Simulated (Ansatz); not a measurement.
**CH4BFO: up Jacob's ladder to CCSD(T)**

Aim: compute CH4BFO with functionals from several rungs and with coupled cluster. The yardstick is the atomisation energy at the CCSD(T) limit.

The runs use Ansatz 0.2.0, Gaussian basis; functionals in def2-TZVPP, the program's frozen cores in correlated methods.

The runs, in order: LDA (SPW92), PBE-D4, revPBE-D4, BLYP-D4, r2SCAN-D4, B97M-V, PBE0-D4, B3LYP-D4, r2SCANh-D4, r2SCAN0-D4, HSE06-D4, BHLYP-D4, CAM-B3LYP-D4, LC-ωPBE, ωB97X-V, ωB97M-V, B2PLYP, PBE-QIDH; CCSD(T)/def2-SVP; CCSD(T)/def2-TZVPP; MP2/def2-QZVPP; extrapolation to the limit; RPA on PBE.

### 1 The geometry

All runs share one geometry, relaxed beforehand with PBE0-D4 in a triple-zeta def2 set.

SMILES `OCBF`, 8 atoms, charge 0, spin multiplicity 1.

Atoms are counted from 1 here; the program's logs count them from 0.

Bond lengths: O1–C2 1.408 Å, O1–H5 0.959 Å, C2–B3 1.560 Å, C2–H6 1.105 Å, C2–H7 1.105 Å, B3–F4 1.317 Å, B3–H8 1.201 Å. Angles: C2–O1–H5 108.9°, O1–C2–B3 113.4°, O1–C2–H6 112.5°, O1–C2–H7 112.5°, B3–C2–H6 106.7°, B3–C2–H7 106.6°, H6–C2–H7 104.5°, C2–B3–F4 121.5°, C2–B3–H8 120.7°, F4–B3–H8 117.8°.

### 2 LDA

This LDA is Slater exchange with PW92 correlation.

Input file in.yaml:

```yaml
crystal:
  periodic: [false, false, false]
  atoms:
    - {symbol: O, position_ang: [-1.240479, 0.762554, -0.169274]}
    - {symbol: C, position_ang: [0.117869, 0.425000, -0.013594]}
    - {symbol: B, position_ang: [0.368617, -1.112004, 0.076042]}
    - {symbol: F, position_ang: [-0.622888, -1.976734, 0.007249]}
    - {symbol: H, position_ang: [-1.319117, 1.717475, -0.217297]}
    - {symbol: H, position_ang: [0.563052, 0.872021, 0.893711]}
    - {symbol: H, position_ang: [0.744177, 0.799850, -0.843376]}
    - {symbol: H, position_ang: [1.480968, -1.545363, 0.210840]}
basis:
  gaussian: {orbitals: def2-TZVPP}
hamiltonian: {xc: lda}
output: {orbitals: {seedname: orbitals}}
```

After this run come: PBE-D4 (GGA); revPBE-D4 (GGA); BLYP-D4 (GGA); r2SCAN-D4 (meta-GGA); B97M-V (meta-GGA); PBE0-D4 (hybrid); B3LYP-D4 (hybrid); r2SCANh-D4 (hybrid); r2SCAN0-D4 (hybrid); HSE06-D4 (hybrid); BHLYP-D4 (hybrid); CAM-B3LYP-D4 (range-separated); LC-ωPBE (range-separated); ωB97X-V (range-separated); ωB97M-V (range-separated); B2PLYP (double hybrid); PBE-QIDH (double hybrid); CCSD(T) in def2-SVP; CCSD(T) in def2-TZVPP; MP2 in def2-QZVPP; RPA on PBE orbitals.

Before running them: what should the planned runs give, taken together? Wanted: atomisation energy, CCSD(T)/CBS; farthest beyond LDA; mean size of error, GGA; mean size of error, meta-GGA; mean size of error, hybrid; mean size of error, range-separated; mean size of error, double hybrid; gap, smallest and largest; T1 diagnostic.

As calculated:

| quantity | value |
| --- | --- |
| atomisation energy, CCSD(T)/CBS | 743.2 kcal/mol |
| functionals within 3.7 kcal/mol (0.5 %) | revPBE-D4, BLYP-D4, B97M-V, PBE0-D4, B3LYP-D4, r2SCANh-D4, HSE06-D4, LC-ωPBE, ωB97X-V |
| farthest beyond LDA | BHLYP-D4 (-23.8 kcal/mol) |
| mean size of error, GGA | 8.0 kcal/mol |
| mean size of error, meta-GGA | 2.7 kcal/mol |
| mean size of error, hybrid | 6.7 kcal/mol |
| mean size of error, range-separated | 3.5 kcal/mol |
| mean size of error, double hybrid | 4.2 kcal/mol |
| gap, smallest and largest | 4.85 eV (LDA (SPW92)), 12.92 eV (LC-ωPBE) |
| T1 diagnostic | 0.0120 |
| triples share of the correlation energy | 3.2 % |

**Reading.** LDA overbinds by 115.7 kcal/mol (16 %). PBE-D4 misses by +18.3 kcal/mol. Double hybrids carry the basis error of their MP2 part in triple zeta, and no dispersion term here, so their miss is partly the set-up's. The rungs meta-GGA, range-separated miss on average by less than the doubt on the reference (3.7 kcal/mol), so they tie. The reference freezes the cores and leaves out relativity and excitations past (T), so misses under about 3.7 kcal/mol can't be ranked. Hartree-Fock recovers 74 % of the binding; the rest is correlation. CCSD(T) in def2-SVP is off by -35.1 kcal/mol, worse than the median functional, from the basis alone. Orbital gaps span 4.9 to 12.9 eV; exact exchange widens them.
